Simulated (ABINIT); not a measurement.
A run of ABINIT 10.8.3 (patched build) is set up as follows.

Contents of run.abi:

```
ndtset 2

pp_dirpath "./"
pseudos "Cu.GGA_PBE-JTH.xml, O.GGA_PBE-JTH.xml"

acell 4.6562188745 4.6562188745 4.6562188745 Angstrom
rprim
    -0.4344688372     0.4344688372     0.7889699988
     0.4344688372    -0.4344688372     0.7889699988
     0.4344688372     0.4344688372    -0.7889699988
ntypat 2
znucl 29 8
natom 5
typat 1 1 1 2 2
xred
     0.0000000000     0.0000000000     0.0000000000
     0.7500000000     0.2500000000     0.5000000000
     0.2500000000     0.7500000000     0.5000000000
     0.5000000000     0.0000000000     0.5000000000
     0.0000000000     0.5000000000     0.5000000000

ecut 26.0
pawecutdg 48.0
pawxcdev 0

ixc 11

occopt 3
tsmear 0.00183747

nstep 100

iomode 3
prtwf 0
prteig 0
prtebands 0
enunit 1
prtden1 1
prtvha1 1
prtvclmb1 1
prtpot1 1

kptopt1 1
ngkpt1 9 9 9
nshiftk1 1
shiftk1 0.0 0.0 0.0
nband1 42
tolvrs1 1.0e-9

iscf2 -2
getden2 1
nband2 48
nbdbuf2 4
tolwfr2 1.0e-11
kptopt2 -10
ndivsm2 5
prteig2 1
prtvol2 -3
kptbounds2
     0.0000000000     0.0000000000     0.0000000000
     0.5000000000    -0.5000000000     0.0000000000
     0.5000000000    -0.5000000000     0.1516234203
     0.3258117102    -0.3258117102     0.3258117102
     0.0000000000     0.0000000000     0.0000000000
     0.5000000000     0.5000000000    -0.5000000000
     0.6741882898     0.3258117102    -0.3258117102
     0.5000000000     0.0000000000     0.0000000000
     0.7500000000    -0.2500000000    -0.2500000000
     0.8483765797     0.1516234203    -0.5000000000
     0.5000000000     0.5000000000    -0.5000000000
```

Potentials or basis: JTH PAW PBE v2.0.

Run with:

```console
$ mpirun --bind-to none -np 4 abinit run.abi > log 2>&1
```

Estimate the band gap on the k mesh.

none (metal or under the smearing width).

Estimate the pressure.

0.6 GPa.

Levels at the corners of the path, in eV from the Fermi level:
```tsv
point	band 31	band 32	band 33	band 34	band 35	band 36	band 37	band 38
Γ	-1.61	-1.45	-0.78	-0.78	0.40	0.47	5.14	5.14
X	-1.47	-0.46	-0.45	-0.22	0.50	1.27	3.60	3.62
Y	-1.53	-1.48	-0.68	-0.46	0.79	2.46	3.79	3.98
S	-1.75	-1.51	-1.16	-0.30	-0.22	3.01	4.07	5.76
Γ	-1.61	-1.45	-0.78	-0.78	0.40	0.47	5.14	5.14
Z	-1.72	-1.45	-1.25	-0.31	-0.31	3.25	4.65	6.27
S1	-1.75	-1.51	-1.16	-0.30	-0.22	3.01	4.07	5.76
N	-1.47	-1.28	-0.90	-0.57	-0.20	2.83	3.22	8.08
P	-1.29	-0.56	-0.56	-0.47	1.22	1.70	2.99	5.23
Y1	-1.53	-1.48	-0.68	-0.46	0.79	2.46	3.79	3.98
Z	-1.72	-1.45	-1.25	-0.31	-0.31	3.25	4.65	6.27
```

Caveat: an odd number of electrons without spin polarisation forces a metal; a magnetic or distorted state may lie lower; the run has no spin polarisation, though such a crystal can be magnetic; semilocal functionals often make such compounds metallic where correlation or magnetic order opens a gap, which also shifts bond lengths. With open d or f shells a metallic result of PBE can be an artefact of self-interaction; +U or a hybrid may open a gap.
